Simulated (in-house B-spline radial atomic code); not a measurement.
**Ho⁶⁵⁺: excited configurations**

Aim: the energies of several excited configurations of Ho⁶⁵⁺ above a reference configuration, each from its own self-consistent run.

Program: in-house B-spline radial atomic code version 1. Level of theory: Dirac-Hartree-Fock, average of configuration, Fermi nucleus, basis-set limit. These are calculated values, not measurements, unless marked.

**1. The atom as given**

```
element       : holmium (Z = 67)
charge        : +65
electrons     : 2
configuration : 1s2
Hamiltonian   : Dirac-Coulomb
nucleus       : Fermi, rms radius 5.202 fm
```

Settings, as recorded:

```ini
Z = 67
electrons = 2.0
configuration = 1s2
hamiltonian = dirac
method = hf
spin_polarised = False
nucleus = fermi
rms_radius = 5.2022
mass_number = 165
atomic_mass = 164.930329116
speed_of_light = 137.035999084
```

The reference is known from an earlier run: -4747.985565 hartree in all. Up to eight levels, counted from the top:

```csv
orbital,occupation,energy (eV),<r> (bohr)
1s1/2,2,-63974.5,0.02062
```

**2. 1s1 4s1**

Settings, as recorded:

```ini
Z = 67
electrons = 2.0
configuration = 1s1 4s1
hamiltonian = dirac
method = hf
spin_polarised = False
nucleus = fermi
rms_radius = 5.2022
mass_number = 165
atomic_mass = 164.930329116
speed_of_light = 137.035999084
```

**3. 1s1 4d1**

Settings: those of step 2 with these lines changed.

```diff
@@ -2,3 +2,3 @@
 electrons = 2.0
-configuration = 1s1 4s1
+configuration = 1s1 4d1
 hamiltonian = dirac
```

**4. 1s1 5s1**

Settings: those of step 3 with these lines changed.

```diff
@@ -2,3 +2,3 @@
 electrons = 2.0
-configuration = 1s1 4d1
+configuration = 1s1 5s1
 hamiltonian = dirac
```

**5. Configuration 1s1 3s1**

Settings: those of step 4 with these lines changed.

```diff
@@ -2,3 +2,3 @@
 electrons = 2.0
-configuration = 1s1 5s1
+configuration = 1s1 3s1
 hamiltonian = dirac
```

**6. Run with 1s1 4f1**

Settings: those of step 5 with these lines changed.

```diff
@@ -2,3 +2,3 @@
 electrons = 2.0
-configuration = 1s1 3s1
+configuration = 1s1 4f1
 hamiltonian = dirac
```

Before running: How far above the reference does each configuration lie (order and size, in eV)?

As calculated:

| net move | configuration | energy above the reference (eV) | with Breit, QED, recoil (eV) | largest <r> (bohr) |
| --- | --- | --- | --- | --- |
| 1s → 3s | 1s1 3s1 | 56916.1 | 56716.3 | 0.189 |
| 1s → 4s | 1s1 4s1 | 60057.1 | 59854.8 | 0.342 |
| 1s → 4d | 1s1 4d1 | 60221.5 | 60017.4 | 0.314 |
| 1s → 4f | 1s1 4f1 | 60247.1 | 60042.9 | 0.271 |
| 1s → 5s | 1s1 5s1 | 61490.1 | 61286.9 | 0.541 |

Quantum defects of the promoted electron, δ = n − ζ/√(−2ε) with ζ = 66 and ε its orbital energy in hartree:

| promotion | δ |
| --- | --- |
| 1s → 3s | 0.199 |
| 1s → 4s | 0.191 |
| 1s → 4d | 0.025 |
| 1s → 4f | 0.011 |
| 1s → 5s | 0.189 |

**Reading.** The energies run from 56916.1 eV (1s → 3s) to 61490.1 eV (1s → 5s). Of those tabulated, the defect is largest for 3s (0.20) and least for 4f (0.01); at this charge much of the defect is relativistic. Two partly filled shells share a symmetry and can mix in the average, which may lower the energy, for: 1s → 3s; 1s → 4s; 1s → 5s. These are averages over configurations, without correlation, not spectroscopic levels.
